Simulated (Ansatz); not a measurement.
# Cr (Chromium): how the settings move a single-point run

Aim: see which settings change the result for Cr (Chromium), by how much, and at what cost.

Computed with Ansatz 0.2.0 (reference: DFT, r2SCAN, PAW with Ansatz's default frozen-core files, scalar-relativistic, unless a step's input says otherwise).

### Step 1. Starting point

The structure is cubic, space group Im-3m (No. 229). Conventional cell: a = 3.065 Å, b = 3.065 Å, c = 3.065 Å, α = 90.00°, β = 90.00°, γ = 90.00°. Around Cr (site symmetry m-3m) lie 8 Cr at 2.65 Å.

As a file:

```
CELL_PARAMETERS angstrom
-1.53230 1.53230 1.53230
1.53230 -1.53230 1.53230
1.53230 1.53230 -1.53230
ATOMIC_POSITIONS crystal
Cr 0.00000 0.00000 0.00000
```

### Step 2. The reference run

File input.yaml:

```yaml
crystal:
  lattice:
    - [-1.5323005238, 1.5323005238, 1.5323005238]
    - [1.5323005238, -1.5323005238, 1.5323005238]
    - [1.5323005238, 1.5323005238, -1.5323005238]
  atoms:
    - { symbol: Cr, position: [0.0, 0.0, 0.0], spin: 3.0 }
magnetization:
  spin_polarized: true
kpoints:
  mp_grid: { grid: [16, 16, 16] }
scf:
  occupations: { method: fermi_dirac, width: 0.08 }
  lower_state_search: "off"
hamiltonian:
  xc: r2scan
  pseudopotentials: { kind: paw }
output:
  forces: true
  stress: true
  eigenvalues: true
  populations: true
  write_density: true
  write_potential: true
  elf: true
  volumetric_format: npy
```

On the command line:

```bash
> ansatz run input.yaml --threads 1 --pin off --max-ram 3072MiB --backend cpu --events-out ev --progress --plain --runs-dir out
```

### Step 3. A run with other settings

input.yaml: that of step 2 with these lines changed.

```diff
@@ -14,2 +14,3 @@
   lower_state_search: "off"
+  convergence: { dr2_threshold: 0.0001 }
 hamiltonian:
@@ -22,5 +23,3 @@
   populations: true
-  write_density: true
-  write_potential: true
-  elf: true
-  volumetric_format: npy
+basis:
+  ecutwfc: "40.4 Ry"
```

(Steps that only read results are left out.)

**Question.** What will these runs give? Wanted: for each run, ending; energy change; pressure; gap; force.

**Answer**, as computed:

| run | ending | energy change | pressure (GPa) | gap (eV) | force (eV/Å) | cycles | time |
| --- | --- | --- | --- | --- | --- | --- | --- |
| reference | converged | 0 | -39.9 | 0.00 | 0.00 | 47 | 27 s |
| 1: dr2_threshold 0.0001, ecutwfc 40.4 Ry | converged | -0.5 meV/atom | -39.9 | 0.00 | 0.00 | 46 | 33 s |

Times don't compare one to one where runs were asked for different outputs or read a saved state (see the inputs); cycles may leave out searches for a lower state.

Residual by cycle in the longest SCF loop of each run; runs are numbered as in the table. The quantity is the density residual dr2, in eV.

| cycle | reference | run 1 |
| --- | --- | --- |
| 1 | 5.83 | 5.83 |
| 5 | 0.0108 | 0.0108 |
| 9 | 0.0908 | 0.0897 |
| 14 | 0.00491 | 0.00566 |
| 18 | 0.0089 | 0.00242 |
| 22 | 0.00114 | 0.111 |
| 26 | 0.00621 | 0.00187 |
| 30 | 0.00263 | 0.00711 |
| 34 | 0.176 | 16.4 |
| 39 | 2.32 | 1.35 |
| 43 | 1.5e-6 | 1.5e-8 |
| 47 | 2.2e-12 | - |

Changing the convergence setting and cutoff hardly moves the energy: -0.5 meV/atom. The structure is not at rest: the sound run finds -40 GPa, so these are no properties of the relaxed crystal. 
